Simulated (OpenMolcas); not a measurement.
# BH2TeCl (SMILES ClB[TeH]): an attempt with OpenMolcas

Wanted: the energy of BH2TeCl.

The calculation is run with OpenMolcas 26.06.

3 further runs of the same task are left out: 1 for a known fault of the program, 2 set aside as unsound or not needed.

### Step 1. The system as given

BH2TeCl has 5 atoms, charge 0, and is taken as a singlet. SMILES: `ClB[TeH]`. The shape comes from GFN2-xTB, which is rough for such elements, and wasn't checked as a minimum. This is one conformer, not always the lowest.

Bond lengths: Cl1–B2 1.705 Å, B2–Te3 2.112 Å, B2–H4 1.168 Å, Te3–H5 1.640 Å. Angles: Cl1–B2–Te3 119.2°, Cl1–B2–H4 118.1°, Te3–B2–H4 122.7°, B2–Te3–H5 94.0°.

### Step 2. The input as written

calc.input

```
>>> EXPORT MOLCAS_PRINT=2

&GATEWAY
  Coord
  4
  angstrom
  Cl      -1.063660      -1.895100      -0.441080
  B       -0.487640      -0.305390      -0.225700
  Te       1.395130      -0.006160       0.683590
  H       -1.158950       0.577980      -0.592230
  H        1.315120       1.628660       0.575410
  Basis
  ANO-RCC-VTZP
  Group
  NoSym

&SEWARD
  Low

&SCF
  PrOrbitals
  1 1

&MBPT2
  FNOMP2
  0.8
  DoMP2
  Frozen
  24
```

Started as:

```console
$ export MOLCAS_MEM=1860
$ pymolcas calc.input > calc.log
```

Log:

```text
--- Start Module: gateway ---

                                              &GATEWAY

                       available to each process: 1.9 GB of memory, 1 thread

 ###############################################################################
 ###    ERROR: H        1.315120       1.628660       0.575410               ###
 ###    is not a keyword!, Error in keyword.                                 ###
 ###############################################################################
--- Stop Module: gateway /rc=_RC_INPUT_ERROR_ ---

.####################.
.# User input error #.
.####################.

    Timing: Wall=0.03 User=0.01 System=0.01
```

Run time: 0.22 s. Hardware: 1 thread of Arm Neoverse V2, shared host.

### Step 3. Diagnosis

The program refused the input.

The telling line is `is not a keyword!, Error in keyword.`. Cause: an atom count or index doesn't match the structure.
